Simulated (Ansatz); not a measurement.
# Sb2Ru: the cost of one run

Program: the Python package of Ansatz 0.2.0. Level of theory: DFT r2SCAN, plane waves, PAW. These are calculated values, not measurements.

**1. The structure**

Symmetry: Pnnm, No. 58, orthorhombic system. Conventional cell: a = 5.951 Å, b = 6.674 Å, c = 3.179 Å, α = 90.00°, β = 90.00°, γ = 90.00°. Around Sb (site symmetry m) lie 3 Ru at 2.63 to 2.65 Å and 1 Sb at 2.86 Å. Ru (site symmetry 2/m) is surrounded by 6 Sb at 2.63 to 2.65 Å.

The script holds or builds the structure itself.

**2. Script**

pdos.py reads:

```python
"""Which atoms and shells make the states of Sb2Ru."""

import ansatz
import matplotlib.pyplot as plt
import numpy as np

lattice = ansatz.Lattice.of(
    (5.9514, 0.0, 0.0),
    (0.0, 6.6743, 0.0),
    (0.0, 0.0, 3.179),
)
sites = [
    ("Sb", (0.1812, 0.359, 0.0)),
    ("Sb", (0.8188, 0.641, 0.0)),
    ("Sb", (0.6812, 0.141, 0.5)),
    ("Sb", (0.3188, 0.859, 0.5)),
    ("Ru", (0.0, 0.0, 0.0)),
    ("Ru", (0.5, 0.5, 0.5)),
]
cell = ansatz.Crystal(lattice=lattice)
for symbol, position in sites:
    cell = cell.atom(symbol, position)

model = (
    cell.calculation()
    .functional("r2scan")
    .kpoints(5, 5, 9, center="gamma")
    .occupations("cold", width=0.15)
    .scf(extra_bands=18)
    .density_of_states(projected=True, method="smearing", broadening_width=0.15, energy_step=0.1)
)
res = model.run()
report = res.report

dos = res.density_of_states()
energy = np.asarray(dos.energies_ev) - dos.fermi_ev
curves = {}
for site in res.projected_density_of_states().sites:
    for shell in site.shells:
        weight = sum(np.sum(curve.g_bin_mean_per_ev, axis=0) for curve in shell.curves)
        name = f"{site.species} {shell.label}"
        curves[name] = curves.get(name, 0) + weight

window = (energy > -6) & (energy < 6)
fig, ax = plt.subplots(figsize=(5.5, 3.5))
for name, g in curves.items():
    if g[window].max() > 0.05:
        ax.plot(energy[window], g[window], label=name, lw=1)
        print(f"{name:8s} peak {g[window].max():7.3f} states/eV at {energy[window][g[window].argmax()]:6.2f} eV")
ax.set(xlabel="E - E_F (eV)", ylabel="states/eV")
ax.legend(fontsize=7)
fig.tight_layout()
fig.savefig("pdos.png", dpi=100)
```

**3. The calls as engine input**

The engine receives this input:

```yaml
crystal:
  lattice:
    - [5.9514, 0.0, 0.0]
    - [0.0, 6.6743, 0.0]
    - [0.0, 0.0, 3.179]
  atoms:
    - { symbol: Sb, position: [0.1812, 0.359, 0.0] }
    - { symbol: Sb, position: [0.8188, 0.641, 0.0] }
    - { symbol: Sb, position: [0.6812, 0.141, 0.5] }
    - { symbol: Sb, position: [0.3188, 0.859, 0.5] }
    - { symbol: Ru, position: [0.0, 0.0, 0.0] }
    - { symbol: Ru, position: [0.5, 0.5, 0.5] }
kpoints:
  mp_grid:
    grid: [5, 5, 9]
    shift: [0.0, 0.0, 0.0]
hamiltonian:
  xc: r2scan
scf:
  n_extra_bands: 18
  occupations:
    method: cold
    width: 0.15
output:
  dos:
    de: 0.1
    method:
      smearing:
        sigma: 0.15
    projected: true
```

**4. Launch**

Launch:

```console
$ python pdos.py
```

**Question.** How long does this script take on 1 thread of Arm Neoverse V1, shared host, and how much memory does it need?

About 86 s, with a peak of 0.86 GiB.
